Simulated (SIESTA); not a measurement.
Runs of SIESTA 5.4.2 on InSb3. The structure is cubic, space group Pm-3m (No. 221). The conventional cell has a = 4.806 Å, b = 4.806 Å, c = 4.806 Å, α = 90.00°, β = 90.00°, γ = 90.00°. Around Sb (site symmetry 4/mmm) lie 8 Sb at 3.40 Å and 4 In at 3.40 Å. In (site symmetry m-3m) has 12 Sb at 3.40 Å as nearest neighbours. The cell comes from a database or a generator and needn't be the stable form of this composition.

```tsv
task	level	potentials or basis	gap on the mesh (eV)	pressure (GPa)	V0 of scaled cells (Å³/atom)	B0 (GPa)
equation of state	LDA	PseudoDojo 0.4 standard (LDA files), DZP (energy shift 0.003 Ry; two zetas on semicore shells)	-	-	26.57	61
equation of state	PBE	PseudoDojo 0.4 standard (PBE files), DZP (energy shift 0.003 Ry; two zetas on semicore shells)	-	-	(a)	50
band structure	LDA	PseudoDojo 0.4 standard (LDA files), DZP (energy shift 0.003 Ry; two zetas on semicore shells)	none	-2.5	-	-
single point	PBE	PseudoDojo 0.4 standard (PBE files), DZP (energy shift 0.003 Ry; two zetas on semicore shells)	none	(b)	-	-
```

Alike in all rows: no spin polarisation; cell as given; k mesh 6 × 6 × 6; smearing fermi-dirac 0.05 eV; grid cutoff 500 Ry; energy shift 0.003 Ry.

Q: Estimate the missing entries.

A: (a) 28.65; (b) 1.7.

Caveats: the basis of atomic orbitals isn't converged, which shifts pressures, moduli and gaps.

A k mesh can miss the band edges, and the runs leave out spin-orbit coupling on In, Sb.

A gap of «none» marks a metal or a gap under the smearing width.

Not every run made on this cell is shown here.
